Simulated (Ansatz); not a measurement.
**AsH₈NSSi (built from SMILES N[SiH2]S.[AsH3]): search for a transition state**

Wanted: the transition state of a four-centre ligand exchange (form Si1–As7, S2–H6 and break Si1–S2, H6–As7). The guess is relaxed with those distances held, a saddle search follows, and vibrations and two downhill relaxations check it.

Method: PBE0-D4, def2-SVP first, then def2-TZVP; program: Ansatz 0.2.0, Gaussian basis.

152 further runs of the same task are left out: 152 set aside as unsound or not needed.

## 1. The system as given

The guess: 12 atoms, charge 0, spin multiplicity 1.

Atoms are counted from 1 here; the program's logs count them from 0.

Bond lengths: Si1–H3 1.459 Å, Si1–H4 1.455 Å, Si1–N5 1.721 Å, Si1–As7 2.593 Å, S2–H8 1.327 Å, N5–H9 1.006 Å, N5–H10 1.006 Å, H6–As7 1.719 Å, As7–H11 1.501 Å, As7–H12 1.497 Å. Angles: H3–Si1–H4 144.7°, H3–Si1–N5 99.3°, H3–Si1–As7 102.3°, H4–Si1–N5 100.0°, H4–Si1–As7 102.1°, N5–Si1–As7 102.5°, Si1–N5–H9 123.6°, Si1–N5–H10 123.3°, H9–N5–H10 111.2°, Si1–As7–H6 58.6°, Si1–As7–H11 117.5°, Si1–As7–H12 115.0°, H6–As7–H11 76.8°, H6–As7–H12 77.4°, H11–As7–H12 92.4°.

As a file:

```xyz
12
AsH8NSSi
Si   -0.1478   -0.7070    0.4894
S     1.8856    0.9162    1.4229
H    -0.8812    0.0606    1.4901
H     1.0351   -1.5200    0.2485
N    -1.3753   -1.8272    0.0425
H     0.9821    1.0995   -0.2166
As   -0.1101    0.9170   -1.5320
H     1.1393    1.8876    1.9324
H    -2.3584   -1.6537    0.1650
H    -1.2166   -2.6009   -0.5802
H    -0.1655    2.3886   -1.2411
H     1.2128    1.0393   -2.2210
```

Distances that are to change: Si1–As7 2.59 Å, S2–H6 1.88 Å, Si1–S2 2.76 Å, H6–As7 1.72 Å.

## 2. Relaxing the guess with the reacting distances held

hold/in.yaml reads:

```yaml
crystal:
  periodic: [false, false, false]
  atoms:
    - {symbol: Si, position_ang: [-0.147800, -0.707000, 0.489400]}
    - {symbol: S, position_ang: [1.885600, 0.916200, 1.422900]}
    - {symbol: H, position_ang: [-0.881200, 0.060600, 1.490100]}
    - {symbol: H, position_ang: [1.035100, -1.520000, 0.248500]}
    - {symbol: N, position_ang: [-1.375300, -1.827200, 0.042500]}
    - {symbol: H, position_ang: [0.982100, 1.099500, -0.216600]}
    - {symbol: As, position_ang: [-0.110100, 0.917000, -1.532000]}
    - {symbol: H, position_ang: [1.139300, 1.887600, 1.932400]}
    - {symbol: H, position_ang: [-2.358400, -1.653700, 0.165000]}
    - {symbol: H, position_ang: [-1.216600, -2.600900, -0.580200]}
    - {symbol: H, position_ang: [-0.165500, 2.388600, -1.241100]}
    - {symbol: H, position_ang: [1.212800, 1.039300, -2.221000]}
basis:
  gaussian: {orbitals: def2-SVP}
hamiltonian: {xc: pbe0, dispersion: d4}
relax: {f_tol: 0.04, max_steps: 150, escape_saddle: false, constraints: [{distance: [0, 6]}, {distance: [1, 5]}, {distance: [0, 1]}, {distance: [5, 6]}]}
```

Launch:

```
$ ansatz run in.yaml --threads 8 --pin off --events-out ev --progress --plain --max-ram 19148MiB
```

The runs that follow: Force constants to start from; Saddle search in the small basis; Saddle search in triple zeta; Checking the order of the point; Relaxing after a step of 0.30 Å one way along the mode; Relaxing after a step of 0.30 Å the other way along the mode.

Before running it: what results should come out? Wanted: imaginary mode; barrier from the start side; barrier from the end side; energy of the step; pairs that change; zero-point energy at the saddle.

**Answer**, as computed:

| quantity | value |
| --- | --- |
| imaginary mode | 806i cm⁻¹ |
| barrier from the start side | 180.8 kJ/mol |
| barrier from the end side | 144.1 kJ/mol |
| energy of the step | +36.8 kJ/mol |
| pairs that change | Si1–As7 formed, S2–H6 formed, Si1–S2 broken, H6–As7 broken |
| zero-point energy at the saddle | 2.068 eV |

The point has a single imaginary mode (806i cm⁻¹), as a transition state must. It joins the planned start and end. At PBE0-D4/def2-TZVP the electronic barrier is 180.8 kJ/mol, about 73 kT at 298 K, and the step runs 36.8 kJ/mol uphill. A step off the saddle overshot and began above it in energy, so the link to its end is likely but not proven. Lower complexes than these ends may exist.
